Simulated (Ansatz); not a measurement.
# C₃H₆OSe: one species, many methods

The task here is to estimate one member of a computed series from the others.

Program: Ansatz 0.2.0, Gaussian basis. Level of theory: functionals in def2-TZVPP, the program's frozen cores in correlated methods. These are calculated values, not measurements.

The runs, in order: LDA (SPW92), PBE-D4, revPBE-D4, BLYP-D4, r2SCAN-D4, B97M-V, PBE0-D4, B3LYP-D4, r2SCANh-D4, r2SCAN0-D4, HSE06-D4, BHLYP-D4, CAM-B3LYP-D4, LC-ωPBE, ωB97X-V, ωB97M-V, B2PLYP, PBE-QIDH; CCSD(T)/def2-SVP; CCSD(T)/def2-TZVPP; MP2/def2-QZVPP; extrapolation to the limit; RPA on PBE.

### Structure used throughout

All runs share one geometry, relaxed beforehand with PBE0-D4 in a triple-zeta def2 set.

SMILES `C=C[Se]CO`, 11 atoms, charge 0, spin multiplicity 1.

Atoms are counted from 1 here; the program's logs count them from 0.

Bond lengths: C1–C2 1.326 Å, C1–H6 1.084 Å, C1–H7 1.085 Å, C2–Se3 1.894 Å, C2–H8 1.088 Å, Se3–C4 1.962 Å, C4–O5 1.389 Å, C4–H9 1.089 Å, C4–H10 1.096 Å, O5–H11 0.962 Å. Angles: C2–C1–H6 122.1°, C2–C1–H7 120.6°, H6–C1–H7 117.3°, C1–C2–Se3 124.2°, C1–C2–H8 121.1°, Se3–C2–H8 114.6°, C2–Se3–C4 95.8°, Se3–C4–O5 115.0°, Se3–C4–H9 105.8°, Se3–C4–H10 106.1°, O5–C4–H9 107.7°, O5–C4–H10 112.9°, H9–C4–H10 109.1°, C4–O5–H11 108.8°.

The first run:

in.yaml reads:

```yaml
crystal:
  periodic: [false, false, false]
  atoms:
    - {symbol: C, position_ang: [-0.192810, 1.456635, 1.720880]}
    - {symbol: C, position_ang: [-0.521066, 0.760274, 0.641218]}
    - {symbol: Se, position_ang: [-0.651100, -1.128625, 0.592592]}
    - {symbol: C, position_ang: [0.022816, -1.327496, -1.239163]}
    - {symbol: O, position_ang: [1.405595, -1.274419, -1.364727]}
    - {symbol: H, position_ang: [0.092169, 0.977607, 2.650859]}
    - {symbol: H, position_ang: [-0.214965, 2.540870, 1.705553]}
    - {symbol: H, position_ang: [-0.802613, 1.257941, -0.283943]}
    - {symbol: H, position_ang: [-0.301146, -2.314128, -1.567966]}
    - {symbol: H, position_ang: [-0.489482, -0.564253, -1.835629]}
    - {symbol: H, position_ang: [1.718102, -0.441504, -0.998974]}
basis:
  gaussian: {orbitals: def2-TZVPP}
hamiltonian: {xc: lda}
output: {orbitals: {seedname: orbitals}}
```

Launch:

```console
$ ansatz run in.yaml --threads 4 --pin off --events-out ev --progress --plain --max-ram 10444MiB
```

Among the steps run: LDA; PBE-D4 (GGA); revPBE-D4 (GGA); BLYP-D4 (GGA); r2SCAN-D4 (meta-GGA); B97M-V (meta-GGA); B3LYP-D4 (hybrid); r2SCANh-D4 (hybrid); r2SCAN0-D4 (hybrid); HSE06-D4 (hybrid); BHLYP-D4 (hybrid); CAM-B3LYP-D4 (range-separated); LC-ωPBE (range-separated); ωB97X-V (range-separated); ωB97M-V (range-separated); B2PLYP (double hybrid); PBE-QIDH (double hybrid).

One of the session's tables, all rows but one given; the rest of the session is left out.

It belongs to the step «Frontier levels by functional». 

| functional | HOMO (eV) | gap (eV) |
| --- | --- | --- |
| LDA (SPW92) | -5.47 | 3.89 |
| PBE-D4 | -5.28 | 3.95 |
| revPBE-D4 | -5.22 | 3.98 |
| BLYP-D4 | -5.13 | 3.92 |
| r2SCAN-D4 | -5.50 | 4.36 |
| B97M-V | -5.55 | 4.45 |
| PBE0-D4 | -6.35 | 5.96 |
| B3LYP-D4 | -6.15 | 5.52 |
| r2SCANh-D4 | -5.90 | 5.10 |
| r2SCAN0-D4 | -6.50 | 6.22 |
| HSE06-D4 | ? | ? |
| BHLYP-D4 | -7.29 | 7.92 |
| CAM-B3LYP-D4 | -7.62 | 8.31 |
| LC-ωPBE | -8.94 | 10.79 |
| ωB97X-V | -8.59 | 10.35 |
| ωB97M-V | -8.48 | 10.10 |

Q: Estimate the row for HSE06-D4 from the others.

As computed: HOMO (eV): -5.96; gap (eV): 5.19. In the column «HOMO (eV)» it lies between B3LYP-D4 (-6.15) and r2SCANh-D4 (-5.90).
